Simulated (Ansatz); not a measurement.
Write a Python script for the Python package of Ansatz (0.2.0) that makes a comparison of functionals at one structure of CdTe, space group F-43m. Settings (first run): r2SCAN, PAW, the default cutoff (500 eV here), 6×6×6 k-points, fixed occupations. The script varies functional: r2scan, blyp, revpbe.

```
CELL_PARAMETERS angstrom
0.00000 3.20500 3.20500
3.20500 0.00000 3.20500
3.20500 3.20500 0.00000
ATOMIC_POSITIONS crystal
Cd 0.00000 0.00000 0.00000
Te 0.25000 0.25000 0.25000
```

`run_xc.py`
```python
# -*- coding: utf-8 -*-
"""Functional comparison for CdTe (totals differ with the potentials too)."""

import ansatz as az
from pymatgen.core import Lattice, Structure
from pymatgen.io.ase import AseAtomsAdaptor


def main():
    pmg_structure = Structure(
        Lattice([[0.0, 3.205, 3.205], [3.205, 0.0, 3.205], [3.205, 3.205, 0.0]]),
        ["Cd", "Te"],
        [
            [0.0, 0.0, 0.0],
            [0.25, 0.25, 0.25],
        ],
    )
    structure = az.Crystal.from_ase(AseAtomsAdaptor.get_atoms(pmg_structure))

    base = (
        structure.calculation()
        .kpoints(6, 6, 6)
        .occupations("fixed")
        .band_table()
    )

    rows = []
    for value in ["r2scan", "blyp", "revpbe"]:
        report = base.functional(value).run().report
        rows.append((value, report["free_energy_ev"] / len(report["lattice"]["sites"]), report["n_iterations"], report["gap_by_band_count_ev"], report["n_kpoints"]))

    print("  functional   F/atom (eV)    iterations  gap by band count (eV)      k-points")
    for row in rows:
        print(f"{str(row[0]):>12s}  {row[1]:12.5f}  {row[2]:12d}  {row[3]:22.3f}  {row[4]:12d}")


if __name__ == "__main__":
    main()
```

```console
$ python run_xc.py
DeckWarning: basis.ecutwfc = 500 eV, auto-derived from the records' recommended cutoffs: set by Cd (their level for a meta-GGA)
DeckWarning: basis.ecutwfc = 420 eV, auto-derived from the records' recommended cutoffs: set by Cd (normal level)
  functional   F/atom (eV)    iterations  gap by band count (eV)      k-points
      r2scan   -7632.04601             6                   1.386            16
        blyp   -7634.07717             6                   0.780            16
      revpbe   -7623.72572             6                   0.985            16
```
(Warnings from the package without file and line.)

Reading the output:
- Semilocal gaps usually lie well under measured ones.
- Of the deposited cell: the entry's cell lengths or inner coordinates differ somewhat from later room-temperature determinations.
- The structure is a deposited one; some such entries were measured under pressure or heat, so a shift against it needn't be the functional's error alone.
- Gaps and levels are Kohn-Sham values on a finite set of k-points, without spin-orbit coupling.
- Total energies of different functionals can't be compared; pressures, moments and gaps at this one structure can.
- Run time: 8.3 s on 1 thread of Intel(R) Xeon(R) Processor @ 2.30GHz, on a shared host, peak memory 0.7 GiB.
